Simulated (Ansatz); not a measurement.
**C2H4O2Si: one species, many methods**

One table from this session's results is given with a row withheld; the runs are named, their logs left out.

The runs use Ansatz 0.2.0, Gaussian basis; functionals in def2-TZVPP, the program's frozen cores in correlated methods.

The runs, in order: LDA (SPW92), PBE-D4, revPBE-D4, BLYP-D4, r2SCAN-D4, B97M-V, PBE0-D4, B3LYP-D4, r2SCANh-D4, r2SCAN0-D4, HSE06-D4, BHLYP-D4, CAM-B3LYP-D4, LC-ωPBE, ωB97X-V, ωB97M-V, B2PLYP, PBE-QIDH; CCSD(T)/def2-SVP; CCSD(T)/def2-TZVPP; MP2/def2-QZVPP; extrapolation to the limit; RPA on PBE.

## Structure used throughout

The geometry comes from an earlier relaxation with PBE0-D4 in a triple-zeta def2 set; it is a stationary point, not always the lowest conformer.

SMILES `O=C1C[SiH]1O`, 9 atoms, charge 0, spin multiplicity 1.

Atoms are counted from 1 here; the program's logs count them from 0.

Bond lengths: O1–C2 1.197 Å, C2–C3 1.498 Å, C2–Si4 1.865 Å, C3–Si4 1.897 Å, C3–H6 1.097 Å, C3–H7 1.088 Å, Si4–O5 1.634 Å, Si4–H8 1.477 Å, O5–H9 0.959 Å. Angles: O1–C2–C3 134.0°, O1–C2–Si4 150.3°, C3–C2–Si4 67.7°, C2–C3–Si4 65.4°, C2–C3–H6 111.9°, C2–C3–H7 120.2°, Si4–C3–H6 101.0°, Si4–C3–H7 137.8°, H6–C3–H7 112.3°, C2–Si4–C3 46.9°, C2–Si4–O5 123.5°, C2–Si4–H8 126.6°, C3–Si4–O5 126.5°, C3–Si4–H8 114.0°, O5–Si4–H8 107.2°, Si4–O5–H9 118.7°.

The first run:

File in.yaml:

```yaml
crystal:
  periodic: [false, false, false]
  atoms:
    - {symbol: O, position_ang: [0.858961, -1.781221, 1.257297]}
    - {symbol: C, position_ang: [0.541212, -1.035535, 0.376187]}
    - {symbol: C, position_ang: [1.123483, 0.228842, -0.178333]}
    - {symbol: Si, position_ang: [-0.741233, 0.027339, -0.461894]}
    - {symbol: O, position_ang: [-1.935422, 0.800768, 0.340856]}
    - {symbol: H, position_ang: [1.505770, 0.090699, -1.197393]}
    - {symbol: H, position_ang: [1.785434, 0.840600, 0.431908]}
    - {symbol: H, position_ang: [-1.130726, -0.021103, -1.885403]}
    - {symbol: H, position_ang: [-1.918879, 0.803211, 1.299675]}
basis:
  gaussian: {orbitals: def2-TZVPP}
hamiltonian: {xc: lda}
output: {orbitals: {seedname: orbitals}}
```

Command:

```sh
ansatz run in.yaml --threads 2 --pin off --events-out ev --progress --plain --max-ram 4352MiB
```

Steps of the session up to this table: LDA; PBE-D4 (GGA); revPBE-D4 (GGA); BLYP-D4 (GGA); r2SCAN-D4 (meta-GGA); B97M-V (meta-GGA); PBE0-D4 (hybrid); B3LYP-D4 (hybrid); r2SCANh-D4 (hybrid); r2SCAN0-D4 (hybrid); HSE06-D4 (hybrid); BHLYP-D4 (hybrid); CAM-B3LYP-D4 (range-separated); LC-ωPBE (range-separated); ωB97X-V (range-separated); ωB97M-V (range-separated); B2PLYP (double hybrid); PBE-QIDH (double hybrid).

One table of the session follows, with a row left open; its other results are not shown here.

It belongs to the step «Orbital energies across the functionals». 

| functional | HOMO (eV) | LUMO (eV) | gap (eV) |
| --- | --- | --- | --- |
| LDA (SPW92) | -5.16 | -2.76 | 2.41 |
| PBE-D4 | ? | ? | ? |
| revPBE-D4 | -4.95 | -2.44 | 2.51 |
| BLYP-D4 | -4.92 | -2.37 | 2.55 |
| r2SCAN-D4 | -5.23 | -2.34 | 2.89 |
| B97M-V | -5.35 | -2.27 | 3.08 |
| PBE0-D4 | -6.33 | -1.50 | 4.83 |
| B3LYP-D4 | -6.13 | -1.71 | 4.42 |
| r2SCANh-D4 | -5.73 | -1.96 | 3.77 |
| r2SCAN0-D4 | -6.48 | -1.39 | 5.09 |
| HSE06-D4 | -5.93 | -1.88 | 4.05 |
| BHLYP-D4 | -7.61 | -0.34 | 7.27 |
| CAM-B3LYP-D4 | -7.69 | -0.29 | 7.40 |
| LC-ωPBE | -8.93 | 0.89 | 9.82 |
| ωB97X-V | -8.63 | 0.81 | 9.44 |
| ωB97M-V | -8.53 | 0.68 | 9.21 |

Estimate the missing values for PBE-D4.

As computed: HOMO (eV): -5.01; LUMO (eV): -2.52; gap (eV): 2.49. In the column «HOMO (eV)» it lies between LDA (SPW92) (-5.16) and revPBE-D4 (-4.95).
